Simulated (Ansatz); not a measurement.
# C2H4O2Si (SMILES C=C1O[SiH2]O1): wB97M-V/cc-pVDZ

Aim: the vertical ionisation energy of C2H4O2Si at wB97M-V/cc-pVDZ, from 2 runs. 

The calculation is run with Ansatz 0.2.0.

56 further runs of the same task are left out: 56 set aside as unsound or not needed. Runs told in other sessions of the task aren't counted.

### Step 1. The system as given

C2H4O2Si: 9 atoms, total charge 0, spin state singlet. As SMILES, `C=C1O[SiH2]O1`. Geometry: relaxed at PBE0-D4/def2-TZVP.

Bond lengths: C1–C2 1.319 Å, C2–O3 1.381 Å, O3–Si4 1.676 Å, C2–O5 1.381 Å, Si4–O5 1.676 Å, C1–H6 1.079 Å, C1–H7 1.079 Å, Si4–H8 1.478 Å, Si4–H9 1.478 Å. Some angles: C1–C2–O3 128.1°, C1–C2–O5 128.1°, O3–C2–O5 103.9°, C2–O3–Si4 87.6°, O3–Si4–O5 80.9°, C2–O5–Si4 87.6°, C2–C1–H6 119.7°, C2–C1–H7 119.7°, O3–Si4–H8 115.3°, O3–Si4–H9 115.3°.

### Step 2. A single-point energy at wB97M-V/cc-pVDZ

run.yaml reads:

```yaml
crystal:
  periodic: [false, false, false]
  atoms:
    - {symbol: C, position_ang: [0.527300, 1.358500, -1.129600]}
    - {symbol: C, position_ang: [0.157300, 0.383100, -0.322900]}
    - {symbol: O, position_ang: [-0.585200, 0.473600, 0.838200]}
    - {symbol: Si, position_ang: [-0.440000, -1.190500, 0.978300]}
    - {symbol: O, position_ang: [0.421700, -0.967300, -0.442100]}
    - {symbol: H, position_ang: [0.243100, 2.374800, -0.904500]}
    - {symbol: H, position_ang: [1.111300, 1.132600, -2.008400]}
    - {symbol: H, position_ang: [-1.701100, -1.949600, 0.840800]}
    - {symbol: H, position_ang: [0.354100, -1.661500, 2.132900]}
basis:
  gaussian: {orbitals: cc-pVDZ}
hamiltonian: {xc: {name: wB97M-V}}
accuracy: high
output: {orbitals: {seedname: orbitals}}
```

Started as:

```sh
$ ansatz run run.yaml --threads 1 --pin off --max-ram 3480MiB --events-out events.jsonl --progress --plain --runs-dir runs
```

What it wrote:

```text
Warning: RAYON_NUM_THREADS=1 ignored (pool sized by the plan → 1); use --threads N
Functional definition: wB97M-V
  name "wB97M-V"
  parameter omega = 0.3/bohr
  parameter cx = 0.15
  parameter cx01 = 1.007
  parameter cx10 = 0.259
  parameter css00 = 0.443
  parameter css04 = -1.437
  parameter css10 = -4.535
  parameter css20 = -3.390
  parameter css43 = 4.278
  parameter cos00 = 1.000
  parameter cos10 = 1.358
  parameter cos20 = 2.924
  parameter cos21 = -8.812
  parameter cos60 = -1.390
  parameter cos61 = 9.142
  parameter b = 6.0
  parameter c = 0.01
  gx(w, u) = 1 - cx + cx01*u + cx10*w
  gss(w, u) = css00 + css04*u^4 + css10*w + css20*w^2 + css43*w^4*u^3
  gos(w, u) = cos00 + cos10*w + (cos20 + cos21*u)*w^2 + (cos60 + cos61*u)*w^6
  exchange = spin_sum(e_x_unif_sr(omega)*gx(b97_w, b97_u_x)) + cx*exact_x_sr(omega) + exact_x_lr(omega)
  correlation = spin_sum(e_c_pw_mod_same_spin*gss(b97_w, b97_u_same))
      + integral(e_c_pw_mod_opposite_spin*gos(b97_w_opposite, b97_u_opposite)) + vv10(b, c)
2196 factors; integrals over basis functions are off by at most 3.5e-9 eV
371 factors; integrals over basis functions are off by at most 2.7e-9 eV
mean field evaluation 1: about -14103.4406 eV, gradient 5.0e1 eV
mean field evaluation 2: about -14104.6293 eV, gradient 4.6e1 eV
mean field evaluation 4: about -14108.3528 eV, gradient 1.5e0 eV
mean field evaluation 8: about -14108.5246 eV, gradient 4.6e-2 eV
mean field evaluation 16: about -14108.5246 eV, gradient 2.0e-5 eV
mean field -14108.52464468 eV, -518.4787175904 hartree, gradient 2.0e-8 eV, S^2 0.000000; 0 other end points of the search recorded, 0 dependent functions left out
reference -14108.52464921 eV, -518.4787177569 hartree; 23, 23 occupied and 71, 71 virtual orbitals, 2196 factors
Total energy: -14108.52464921 eV, -518.4787177569 hartree
```

Run time: 86 s. Hardware: 1 thread of Arm Neoverse V1, shared host; peak memory 0.62 GiB.

### Step 3. The doublet cation, same level

job.yaml reads:

```yaml
basis:
  gaussian:
    orbitals: cc-pVDZ
crystal:
  periodic: [false, false, false]
  atoms:
    - {symbol: C, position_ang: [0.527300, 1.358500, -1.129600]}
    - {symbol: C, position_ang: [0.157300, 0.383100, -0.322900]}
    - {symbol: O, position_ang: [-0.585200, 0.473600, 0.838200]}
    - {symbol: Si, position_ang: [-0.440000, -1.190500, 0.978300]}
    - {symbol: O, position_ang: [0.421700, -0.967300, -0.442100]}
    - {symbol: H, position_ang: [0.243100, 2.374800, -0.904500]}
    - {symbol: H, position_ang: [1.111300, 1.132600, -2.008400]}
    - {symbol: H, position_ang: [-1.701100, -1.949600, 0.840800]}
    - {symbol: H, position_ang: [0.354100, -1.661500, 2.132900]}
output: {orbitals: {seedname: orbitals}}
magnetization:
  spin_polarized: true
  initial_magnetization: 1
hamiltonian:
  xc: {name: wB97M-V}
total_charge: 1
accuracy: high
```

Started as:

```sh
$ ansatz run job.yaml --threads 1 --pin off --max-ram 3480MiB --events-out events.jsonl --progress --plain --runs-dir runs
```

What it wrote, cut to the lines that bear on the results:

```text
Warning: RAYON_NUM_THREADS=1 ignored (pool sized by the plan → 1); use --threads N
Functional definition: wB97M-V
  name "wB97M-V"
[...]
  gx(w, u) = 1 - cx + cx01*u + cx10*w
  gss(w, u) = css00 + css04*u^4 + css10*w + css20*w^2 + css43*w^4*u^3
  gos(w, u) = cos00 + cos10*w + (cos20 + cos21*u)*w^2 + (cos60 + cos61*u)*w^6
[...]
      + integral(e_c_pw_mod_opposite_spin*gos(b97_w_opposite, b97_u_opposite)) + vv10(b, c)
2195 factors; integrals over basis functions are off by at most 3.5e-9 eV
371 factors; integrals over basis functions are off by at most 2.7e-9 eV
[...]
mean field -14099.73525254 eV, -518.1557133870 hartree, gradient 8.7e-8 eV, S^2 0.754720; 0 other end points of the search recorded, 0 dependent functions left out
reference -14099.73525693 eV, -518.1557135484 hartree; 23, 22 occupied and 71, 72 virtual orbitals, 2195 factors
Total energy: -14099.73525693 eV, -518.1557135484 hartree
```

Wall time 2.4 min (1 thread of Arm Neoverse V1, shared host); peak memory 1.1 GiB.

### Step 4. Summary of results

Level: wB97M-V/cc-pVDZ.

```
                                          quantity          value
                    singlet C2H4O2Si: total energy  -518.47872 Eh
                     singlet C2H4O2Si: HOMO energy       -8.69 eV
                     singlet C2H4O2Si: LUMO energy        1.34 eV
                   singlet C2H4O2Si: HOMO–LUMO gap       10.04 eV
                      doublet cation: total energy  -518.15571 Eh
doublet cation: HOMO energy (highest over α and β)      -16.45 eV
 doublet cation: LUMO energy (lowest over α and β)       -8.85 eV
                              doublet cation: ⟨S²⟩          0.755
vertical ionisation energy (to the doublet cation)       8.789 eV
```

In words: The vertical ionisation energy comes to 8.79 eV (848 kJ/mol). The negative HOMO energy of the first species, 8.69 eV, lies 0.09 eV below that difference.
